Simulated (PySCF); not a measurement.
# CH8AsNSi: the cost of one run

Computed with PySCF 2.14.0, with density-fitted response routines of our own, on a single molecule in the gas phase. Atoms are numbered from 0 throughout.

### 1 The starting structure

12 atoms, charge 0, multiplicity 1; geometry from: GFN2-xTB. The atoms were then displaced at random by about 0.01 Å, so the start is not that level's minimum.

Bonds of the start (Å): C0–N1 1.42, N1–Si2 1.71, Si2–As3 2.37, C0–H4 1.10, C0–H5 1.12, C0–H6 1.09, N1–H7 0.99, Si2–H8 1.46, Si2–H9 1.47, As3–H10 1.47, As3–H11 1.49.

### 2 Optimising the geometry at PBE0-D3(BJ)/def2-SVP

What the job is given:

```
{"job": {"xc": "PBE0", "basis": "def2-SVP", "d3": "d3bj", "grid": 1, "shake": 0.01, "kind": "geom"}, "charge": 0, "multiplicity": 1}
C     -1.220990     1.089310     0.526480
N     -1.159690    -0.277940     0.144480
Si     0.259920    -0.993300    -0.497530
As     2.051790    -0.251360     0.859740
H     -2.041810     1.253370     1.243450
H     -1.435790     1.782430    -0.333180
H     -0.285470     1.412650     0.982440
H     -2.015290    -0.605410    -0.225290
H      0.015070    -2.426280    -0.342650
H      0.483610    -0.732100    -1.923230
H      2.994560    -1.143130     0.170820
H      2.393770     0.863480    -0.070430
```

Launch:

```sh
> OMP_NUM_THREADS=1 python probes_run.py task.json out
```

The driver reads the jobs from task.json and runs them one after another.

Q: Estimate the wall time and peak memory of this first job on 1 thread of Arm Neoverse N1, shared host.

About 4.3 min, with a peak of 0.51 GiB.
